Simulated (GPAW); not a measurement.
The system is Co3Ir.

```
Ir Co
1.0
     3.58256    0.00000    0.00000
     0.00000    3.58256    0.00000
     0.00000    0.00000    3.58256
Ir Co
1 3
Direct
  0.00000 0.00000 0.00000
  0.50000 0.50000 0.00000
  0.50000 0.00000 0.50000
  0.00000 0.50000 0.50000
```

The cell comes from a database or a generator and needn't be the stable form of this composition.

```yaml
Program: GPAW 26.7.0
Task: relaxation of cell and atoms
Functional: PBEsol
Dispersion: D4
Potentials_or_basis: PAW data sets generated in the run's folder for this functional
Cutoff: 600 eV
Basis: pw
k_mesh: 6 × 6 × 6
Occupations: fermi-dirac, width 0.05 eV
Spin: collinear spin, ferromagnetic start
Starting_moments: "[0.6, 2.0, 2.0, 2.0] μB"
```

At the start: pressure -10.1 GPa; volume 11.50 Å³/atom.

Where does the relaxation end?

Over 4 steps the energy falls by 13.3 meV/atom and the volume is 11.05 Å³/atom (-3.9 %); space group Pm-3m (No. 221, to 0.05 Å); moment 3.43 μB per cell.

Step by step:
| step | energy change (eV) | largest force (eV/Å) | pressure (GPa) | volume (Å³) |
| --- | --- | --- | --- | --- |
| 1 | 0.0000 | 0.0000 | -10.15 | 45.98 |
| 2 | -0.0197 | 0.0000 | -8.49 | 45.62 |
| 3 | -0.0502 | 0.0000 | 1.65 | 43.92 |
| 4 | -0.0531 | 0.0000 | -0.14 | 44.18 |

Final structure:
```xyz
4
Lattice="3.5352 0.0000 0.0000 0.0000 3.5352 0.0000 0.0000 0.0000 3.5352" Properties=species:S:1:pos:R:3 pbc="T T T"
Ir    0.0000    0.0000    0.0000
Co    1.7676    1.7676    0.0000
Co    1.7676    0.0000    1.7676
Co    0.0000    1.7676    1.7676
```

Caveat: each step starts from the last one's moments, so a moment once lost doesn't come back; later steps reuse the first step's grids; pairwise dispersion overbinds metals, which lowers pressure and volume.
